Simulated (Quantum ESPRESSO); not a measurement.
Runs of Quantum ESPRESSO 7.5 on Zn. The cell holds a slab with vacuum, 5 atoms: a = 2.665 Å, b = 2.665 Å, c = 24.893 Å, α = 90.00°, β = 90.00°, γ = 120.00°. The slab is cut from a database's or a generator's crystal, which needn't be the stable form of the element.

```csv
k mesh,mesh quality,gap on the mesh (eV),largest force (eV/Å),work function (eV)
11 × 11 × 1,not flagged,none,0.15,4.05
9 × 9 × 1,not flagged,none,0.09,3.85
7 × 7 × 1,coarse,none,(b),(a)
14 × 14 × 1,not flagged,none,(c),3.96
```

Alike in all rows: task work function; level PBE; potentials or basis Ansatz NC SR PBE; no spin polarisation; cell as given; cutoff (eV) 1143; smearing fermi-dirac 0.05 eV.

Q: Fill in the values left out.

A: (a) 4.23; (b) 0.11; (c) 0.13.

Caveats: some runs use coarse meshes.

A gap of «none» marks a metal or a gap under the smearing width.
